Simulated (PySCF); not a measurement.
# [Nd(NO3)]2+: forces at shaken geometries

How stiff is [Nd(NO3)]2+? Its atoms are displaced at random by several amounts. The structure is generated, not taken from experiment.

Method: PBE, Nd lcecp-1-SVP with ECP49, O def2-SVP, N def2-SVP; scalar-relativistic core potentials, no spin–orbit coupling; program: PySCF 2.14.0.

3 further runs of the same task are left out: 2 for a known fault of the program, 1 that didn't finish.

### 1 Starting geometry

5 atoms, charge 2, spin multiplicity 1.

Bond lengths: Nd1–O2 2.212 Å, Nd1–O3 2.212 Å, Nd1–N4 2.714 Å, O2–N4 1.348 Å, O3–N4 1.348 Å, N4–O5 1.162 Å. Angles: O2–Nd1–O3 59.2°, O2–Nd1–N4 29.6°, O3–Nd1–N4 29.6°, Nd1–O2–N4 96.3°, Nd1–O3–N4 96.3°, Nd1–N4–O2 54.1°, Nd1–N4–O3 54.1°, Nd1–N4–O5 180.0°, O2–N4–O3 108.2°, O2–N4–O5 125.9°, O3–N4–O5 125.9°.

Coordinates:

```xyz
5
NNdO3
Nd    0.00000    0.00000   -0.63672
O     1.09236    0.00000    1.28726
O    -1.09236    0.00000    1.28726
N     0.00000    0.00000    2.07756
O     0.00000    0.00000    3.23909
```

Formal oxidation states: Nd +3. Each metal's 3 4f electrons lie in its core potential, so multiplicities, spins and levels count the valence alone. An earlier session relaxed this geometry at PBE, Nd lcecp-1-SVP with ECP49, O def2-SVP, N def2-SVP (singlet, point group C2v).

Its energy there is -313.135578 Eh.

### 2 Atoms moved at random, σ = 0.15 Å

run.py (the lines that set the calculation) reads:

```python
mol = gto.M(atom='''
Nd    -0.01880     0.02864    -0.59402
O      1.07075    -0.07535     1.15899
O     -0.95474     0.07221     1.13490
N      0.09163     0.12440     2.20154
O     -0.18883    -0.14989     3.35306''',
    basis={'Nd': 'lcecp-1-SVP', 'O': 'def2-SVP', 'N': 'def2-SVP'},
    ecp={'Nd': 'lcecp-1-SVP'},
    charge=2, spin=0)
mf = dft.RKS(mol, xc='PBE')
mf.grids.atom_grid = (50, 194)  # f atoms: unpruned, at least (60, 302)
mf = mf.density_fit()  # fitting sets: Nd AutoAux, O def2-universal-JKFIT, N def2-universal-JKFIT
mf.conv_tol = 1e-08; mf.max_cycle = 55
mf.kernel(dm0)  # dm0: the density of the relaxed state
```

Command:

```
> OMP_NUM_THREADS=2 python run.py
```

### 3 Atoms moved at random, σ = 0.06 Å

run.py (the lines that set the calculation) reads:

```python
mol = gto.M(atom='''
Nd    -0.00478     0.01450    -0.63765
O      1.22308    -0.09971     1.24579
O     -1.09148     0.04253     1.28600
N      0.02076     0.01576     2.15419
O     -0.14758     0.02692     3.20614''',
    basis={'Nd': 'lcecp-1-SVP', 'O': 'def2-SVP', 'N': 'def2-SVP'},
    ecp={'Nd': 'lcecp-1-SVP'},
    charge=2, spin=0)
mf = dft.RKS(mol, xc='PBE')
mf.grids.atom_grid = (50, 194)  # f atoms: unpruned, at least (60, 302)
mf = mf.density_fit()  # fitting sets: Nd AutoAux, O def2-universal-JKFIT, N def2-universal-JKFIT
mf.conv_tol = 1e-08; mf.max_cycle = 55
mf.kernel(dm0)  # dm0: the density of the relaxed state
```

### 4 Atoms moved at random, σ = 0.15 Å

run.py (the lines that set the calculation) reads:

```python
mol = gto.M(atom='''
Nd     0.04508    -0.24342    -0.75775
O      1.10817     0.11011     1.37131
O     -0.93786    -0.03389     1.22040
N     -0.12646     0.00450     2.01672
O     -0.08893     0.16270     3.40379''',
    basis={'Nd': 'lcecp-1-SVP', 'O': 'def2-SVP', 'N': 'def2-SVP'},
    ecp={'Nd': 'lcecp-1-SVP'},
    charge=2, spin=0)
mf = dft.RKS(mol, xc='PBE')
mf.grids.atom_grid = (50, 194)  # f atoms: unpruned, at least (60, 302)
mf = mf.density_fit()  # fitting sets: Nd AutoAux, O def2-universal-JKFIT, N def2-universal-JKFIT
mf.conv_tol = 1e-08; mf.max_cycle = 55
mf.kernel(dm0)  # dm0: the density of the relaxed state
```

What does the calculation give? Wanted: for each run, σ; energy rise; harmonic estimate −½ F·u; largest force component.

**Answer**, as computed:

| σ (Å) | energy rise (eV) | harmonic estimate −½ F·u (eV) | largest force component (eV/Å) |
| --- | --- | --- | --- |
| 0.15 | 2.232 | 2.241 | 5.74 |
| 0.06 | 0.965 | 0.914 | 13.58 |
| 0.15 | 2.636 | 2.531 | 13.13 |

Every displacement raises the energy. For a harmonic well the rise equals −½ F·u; the two differ by at most 5 % here (a move with σ = 0.06 Å), from anharmonicity, the grid and the small forces left at the relaxed point. The bases are small and lack diffuse functions. Spin–orbit coupling is left out.
